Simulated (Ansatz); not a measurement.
Run this with Ansatz 0.2.0 through its Python package and show what comes out.

The script, `ch5b2cl_md.py`:
```python
# -*- coding: utf-8 -*-
"""A short Born-Oppenheimer trajectory of CH5B2Cl."""

import logging
import sys

import ansatz as az
import numpy as np

logging.basicConfig(stream=sys.stdout, format="%(name)s: %(message)s")
logger = logging.getLogger("calc")
logger.setLevel(logging.INFO)

system = (
    az.Crystal.molecule()
    .atom("B", (-0.6072, 1.1775, 0.0487))
    .atom("C", (0.027, -0.1026, 0.5932))
    .atom("B", (0.6398, -0.944, -0.6036))
    .atom("Cl", (0.1663, -2.6519, -0.9338))
    .atom("H", (-0.6619, 1.4683, -1.1364))
    .atom("H", (-1.1776, 1.9839, 0.7886))
    .atom("H", (0.8539, 0.1805, 1.3186))
    .atom("H", (-0.6951, -0.6929, 1.1114))
    .atom("H", (1.5433, -0.4651, -1.204))
)

calculation = (
    system.calculation()
    .basis(gaussian="6-31G")
    .functional("pbe0")
)
symbols = [site.symbol for site in system.cartesian_sites]
start = np.array([site.position_ang for site in system.cartesian_sites], dtype=float)
r = calculation.relax(force_tolerance=0.02, max_steps=100).run(threads=1).report
end = np.array(r["positions_ang"])
minimum = az.Crystal.molecule()
for symbol, place in zip(symbols, end):
    minimum = minimum.atom(symbol, place.tolist())

# dynamics from the relaxed geometry
calculation = minimum.calculation()
calculation = calculation.basis(gaussian="6-31G")
calculation = calculation.functional("pbe0")
calculation = calculation.md("nve", timestep=0.5, steps=20, temperature=800, initial_velocities="maxwell_boltzmann", seed=83)
frames = []
res = calculation.session().plan().execute(on_event=lambda e: frames.append(e["data"]) if e["event"] == "md_step" else None)
logger.info("t (fs)   E_pot (eV)      E_kin (eV)   T (K)   d(0-1) (A)")
for f in frames[::1]:
    xyz = np.array(f["positions_ang"])
    logger.info(f"{f['time_fs']:6.2f} {f['lagrangian_ev']:14.5f} {f['e_kin_ev']:10.5f} {f['temperature_k']:8.1f} {np.linalg.norm(xyz[0] - xyz[1]):9.4f}")
kept = np.array([f["conserved_ev"] for f in frames])
logger.info(f"conserved energy moves by at most {1000 * np.ptp(kept):.3f} meV")
```

Output of `python ch5b2cl_md.py`:
```text
calc: t (fs)   E_pot (eV)      E_kin (eV)   T (K)   d(0-1) (A)
calc:   0.00   -14985.15134    0.72386    800.0    1.5681
calc:   0.50   -14985.13043    0.70314    777.1    1.5729
calc:   1.00   -14985.07111    0.64463    712.4    1.5776
calc:   1.50   -14984.98670    0.56150    620.6    1.5821
calc:   2.00   -14984.89756    0.47373    523.6    1.5864
calc:   2.50   -14984.82511    0.40222    444.5    1.5903
calc:   3.00   -14984.78404    0.36129    399.3    1.5938
calc:   3.50   -14984.77658    0.35316    390.3    1.5968
calc:   4.00   -14984.79252    0.36802    406.7    1.5994
calc:   4.50   -14984.81492    0.38940    430.4    1.6015
calc:   5.00   -14984.82750    0.40138    443.6    1.6032
calc:   5.50   -14984.82008    0.39387    435.3    1.6046
calc:   6.00   -14984.79056    0.36474    403.1    1.6056
calc:   6.50   -14984.74440    0.31929    352.9    1.6061
calc:   7.00   -14984.69254    0.26830    296.5    1.6063
calc:   7.50   -14984.64829    0.22480    248.4    1.6061
calc:   8.00   -14984.62337    0.20031    221.4    1.6053
calc:   8.50   -14984.62442    0.20135    222.5    1.6041
calc:   9.00   -14984.65138    0.22795    251.9    1.6024
calc:   9.50   -14984.69864    0.27467    303.6    1.6003
calc:  10.00   -14984.75772    0.33322    368.3    1.5979
calc: conserved energy moves by at most 4.734 meV
```

What to keep in mind:
- Total energies depend on the basis set; only differences at equal settings carry meaning.
- The trajectory is only some femtoseconds long, so its temperature is not equilibrated; where the script doesn't relax first, it starts from a rough generated geometry.
- The temperature counts the internal degrees of freedom alone.
- Finished in 88 s on 1 thread of Arm Neoverse V1, with other jobs on the host, peak memory 0.2 GiB.

(A comment or docstring line of the script was reworded after the run, the code is as it ran; lines on the test bed's own set-up are left out of the output.)
